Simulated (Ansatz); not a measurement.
**C₂H₇BSeSi: a ladder of functionals and wavefunction methods**

Aim: compute C₂H₇BSeSi with functionals from several rungs and with coupled cluster. The yardstick is the atomisation energy at the CCSD(T) limit.

Program: Ansatz 0.2.0, Gaussian basis. Level of theory: functionals in def2-TZVPP, the program's frozen cores in correlated methods. These are calculated values, not measurements.

Levels to be run: LDA (SPW92), PBE-D4, revPBE-D4, BLYP-D4, r2SCAN-D4, B97M-V, PBE0-D4, B3LYP-D4, r2SCANh-D4, r2SCAN0-D4, HSE06-D4, BHLYP-D4, CAM-B3LYP-D4, LC-ωPBE, ωB97X-V, ωB97M-V, B2PLYP, PBE-QIDH; CCSD(T)/def2-SVP; CCSD(T)/def2-TZVPP; MP2/def2-QZVPP; extrapolation to the limit; RPA on PBE.

**1. The geometry**

The geometry comes from an earlier relaxation with PBE0-D4 in a triple-zeta def2 set; it is a stationary point, not always the lowest conformer.

SMILES `C=C([SeH])B[SiH3]`, 12 atoms, charge 0, spin multiplicity 1.

Atoms are counted from 1 here; the program's logs count them from 0.

Bond lengths: C1–C2 1.344 Å, C1–H6 1.087 Å, C1–H7 1.084 Å, C2–Se3 1.911 Å, C2–B4 1.538 Å, Se3–H8 1.466 Å, B4–Si5 2.013 Å, B4–H9 1.201 Å, Si5–H10 1.491 Å, Si5–H11 1.491 Å, Si5–H12 1.491 Å. Angles: C2–C1–H6 123.7°, C2–C1–H7 119.4°, H6–C1–H7 116.9°, C1–C2–Se3 118.4°, C1–C2–B4 118.3°, Se3–C2–B4 123.3°, C2–Se3–H8 95.2°, C2–B4–Si5 130.2°, C2–B4–H9 114.7°, Si5–B4–H9 115.1°, B4–Si5–H10 108.6°, B4–Si5–H11 116.5°, B4–Si5–H12 108.7°, H10–Si5–H11 107.6°, H10–Si5–H12 107.5°, H11–Si5–H12 107.6°.

**2. LDA**

This LDA is Slater exchange with PW92 correlation.

in.yaml

```yaml
crystal:
  periodic: [false, false, false]
  atoms:
    - {symbol: C, position_ang: [-0.922621, 1.938562, 1.004106]}
    - {symbol: C, position_ang: [-0.478733, 0.685630, 0.802861]}
    - {symbol: Se, position_ang: [-0.568673, -0.553969, 2.254210]}
    - {symbol: B, position_ang: [0.080352, 0.324186, -0.583741]}
    - {symbol: Si, position_ang: [0.861804, -1.404173, -1.259119]}
    - {symbol: H, position_ang: [-1.324819, 2.291057, 1.950754]}
    - {symbol: H, position_ang: [-0.885796, 2.653806, 0.190171]}
    - {symbol: H, position_ang: [0.035482, -1.666871, 1.515659]}
    - {symbol: H, position_ang: [0.047064, 1.216572, -1.386758]}
    - {symbol: H, position_ang: [0.057510, -1.865371, -2.427439]}
    - {symbol: H, position_ang: [0.927224, -2.529995, -0.283152]}
    - {symbol: H, position_ang: [2.248207, -1.144634, -1.743551]}
basis:
  gaussian: {orbitals: def2-TZVPP}
hamiltonian: {xc: lda}
output: {orbitals: {seedname: orbitals}}
```

After this run come: PBE-D4 (GGA); revPBE-D4 (GGA); BLYP-D4 (GGA); r2SCAN-D4 (meta-GGA); B97M-V (meta-GGA); PBE0-D4 (hybrid); B3LYP-D4 (hybrid); r2SCANh-D4 (hybrid); r2SCAN0-D4 (hybrid); HSE06-D4 (hybrid); BHLYP-D4 (hybrid); CAM-B3LYP-D4 (range-separated); LC-ωPBE (range-separated); ωB97X-V (range-separated); ωB97M-V (range-separated); B2PLYP (double hybrid); PBE-QIDH (double hybrid); CCSD(T) in def2-SVP; CCSD(T) in def2-TZVPP; MP2 in def2-QZVPP; RPA on PBE orbitals.

Q: Predict the results of all the runs planned. Wanted: atomisation energy, CCSD(T)/CBS; farthest beyond LDA; mean size of error, GGA; mean size of error, meta-GGA; mean size of error, hybrid; mean size of error, range-separated; mean size of error, double hybrid; gap, smallest and largest; T1 diagnostic.

**Answer**, as computed:

```
                               quantity                                                                                                                                          value
        atomisation energy, CCSD(T)/CBS                                                                                                                                  4128.5 kJ/mol
 functionals within 41.3 kJ/mol (1.0 %)  revPBE-D4, BLYP-D4, r2SCAN-D4, B97M-V, PBE0-D4, B3LYP-D4, r2SCANh-D4, r2SCAN0-D4, HSE06-D4, CAM-B3LYP-D4, LC-ωPBE, ωB97X-V, ωB97M-V, PBE-QIDH
                    farthest beyond LDA                                                                                                                        BHLYP-D4 (-77.3 kJ/mol)
                mean size of error, GGA                                                                                                                                    28.7 kJ/mol
           mean size of error, meta-GGA                                                                                                                                    30.2 kJ/mol
             mean size of error, hybrid                                                                                                                                    28.3 kJ/mol
    mean size of error, range-separated                                                                                                                                    18.9 kJ/mol
      mean size of error, double hybrid                                                                                                                                    28.3 kJ/mol
              gap, smallest and largest                                                                                                       1.92 eV (LDA (SPW92)), 8.63 eV (LC-ωPBE)
                          T1 diagnostic                                                                                                                                         0.0121
triples share of the correlation energy                                                                                                                                          4.2 %
```

**Reading.** The LDA atomisation energy is off by 570.3 kJ/mol (14 %): it overbinds. PBE-D4 is off by +77.1 kJ/mol. Double hybrids carry the basis error of their MP2 part in triple zeta, and no dispersion term here, so their miss is partly the set-up's. The rungs range-separated, double hybrid, hybrid, GGA, meta-GGA miss on average by less than the doubt on the reference (41.3 kJ/mol), so they tie. The reference freezes the cores and leaves out relativity and excitations past (T), and its outer-core shells are covered unevenly, so misses under about 41.3 kJ/mol can't be ranked. All levels share the lack of spin-orbit coupling, which lowers the free heavy atoms and so the true binding. Hartree-Fock recovers 74 % of the binding; the rest is correlation. CCSD(T) in def2-SVP is off by -214.5 kJ/mol, which most functionals beat. The gap grows from 1.9 to 8.6 eV across the functionals, mostly with the share of exact exchange. The restricted reference is unstable towards a spin-broken one. Correlated methods include outer-core shells of Se, which these sets cover unevenly.
